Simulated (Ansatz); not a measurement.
**K (sc type): how the settings move a single-point run**

How sensitive is a single-point run of K (sc type) to its settings? A reference run comes first, then two runs with altered input.

Program: Ansatz 0.2.0. Level of theory: reference: DFT, LDA, all-electron PAW with datasets made for the crystal, scalar-relativistic. These are calculated values, not measurements.

## 1. The system as given

It takes space group Pm-3m (No. 221, cubic). The conventional cell has a = 3.029 Å, b = 3.029 Å, c = 3.029 Å, α = 90.00°, β = 90.00°, γ = 90.00°. K (site symmetry m-3m) has 6 K at 3.03 Å in its first shell of neighbours.

As a file:

```xyz
1
Lattice="3.0290 0.0000 0.0000 0.0000 3.0290 0.0000 0.0000 0.0000 3.0290" Properties=species:S:1:pos:R:3 pbc="T T T"
K     0.0000    0.0000    0.0000
```

## 2. The reference run

Input file input.yaml:

```yaml
crystal:
  lattice:
    - [3.0290301768, 0.0, 0.0]
    - [0.0, 3.0290301768, 0.0]
    - [0.0, 0.0, 3.0290301768]
  atoms:
    - { symbol: K, position: [0.0, 0.0, 0.0] }
kpoints:
  mp_grid: { grid: [9, 9, 9] }
scf:
  occupations: { method: fermi_dirac, width: 0.05 }
hamiltonian:
  xc: lda
  pseudopotentials: { kind: all_electron, datasets: crystal }
output:
  forces: true
  stress: true
  eigenvalues: true
```

On the command line:

```bash
$ ansatz run input.yaml --threads 1 --pin off --max-ram 2048MiB --backend cpu --events-out ev --progress --plain --runs-dir out
```

## 3. Changed: mp_grid.shift [0.5, 0.5, 0.5], xc_grid 4

Edit input.yaml of step 2 so:

```diff
@@ -8,3 +8,3 @@
 kpoints:
-  mp_grid: { grid: [9, 9, 9] }
+  mp_grid: { grid: [9, 9, 9], shift: [0.5, 0.5, 0.5] }
 scf:
@@ -18 +18,3 @@
   eigenvalues: true
+basis:
+  xc_grid: 4
```

## 4. Variant: preconditioner none, n_extra_bands 4

Edit input.yaml of step 2 so:

```diff
@@ -11,2 +11,4 @@
   occupations: { method: fermi_dirac, width: 0.05 }
+  mixing: { preconditioner: none }
+  n_extra_bands: 4
 hamiltonian:
```

**Question.** What will these runs give? Wanted: for each run, ending; energy change; pressure; gap; force.

As calculated:

| run | ending | energy change | pressure (GPa) | gap (eV) | force (eV/Å) | cycles | time |
| --- | --- | --- | --- | --- | --- | --- | --- |
| reference | converged | 0 | 12.8 | 0.00 | 0.00 | 7 | 2 s |
| 1: mp_grid.shift [0.5, 0.5, 0.5], xc_grid 4 | converged | +11.4 meV/atom | 12.6 | 0.00 | 0.00 | 7 | 2.2 s |
| 2: preconditioner none, n_extra_bands 4 | converged | 0.0 meV/atom | 12.8 | 0.00 | 0.00 | 6 | 1.9 s |

Residual by cycle in the longest SCF loop of each run; runs are numbered as in the table. The quantity is the density residual dr2, in eV.

| cycle | reference | run 1 | run 2 |
| --- | --- | --- | --- |
| 1 | 0.149 | 0.146 | 0.149 |
| 2 | 0.0645 | 0.0629 | 0.0125 |
| 3 | 0.00113 | 0.00114 | 6.6e-4 |
| 4 | 6.3e-5 | 6.0e-5 | 6.9e-6 |
| 5 | 1.5e-8 | 5.1e-8 | 7.9e-7 |
| 6 | 1.6e-7 | 1.9e-7 | 1.0e-8 |
| 7 | 4.8e-9 | 1.3e-8 | - |

**Reading.** Of the converged runs whose energies compare with the reference's, «mp_grid.shift [0.5, 0.5, 0.5], xc_grid 4» moves the energy most (+11.4 meV/atom) and «preconditioner none, n_extra_bands 4» least (0.0 meV/atom). The pressure spans 12.6 to 12.8 GPa over the reference and the converged variants. The structure is not at rest: the sound run finds 13 GPa, so these are no properties of the relaxed crystal. 
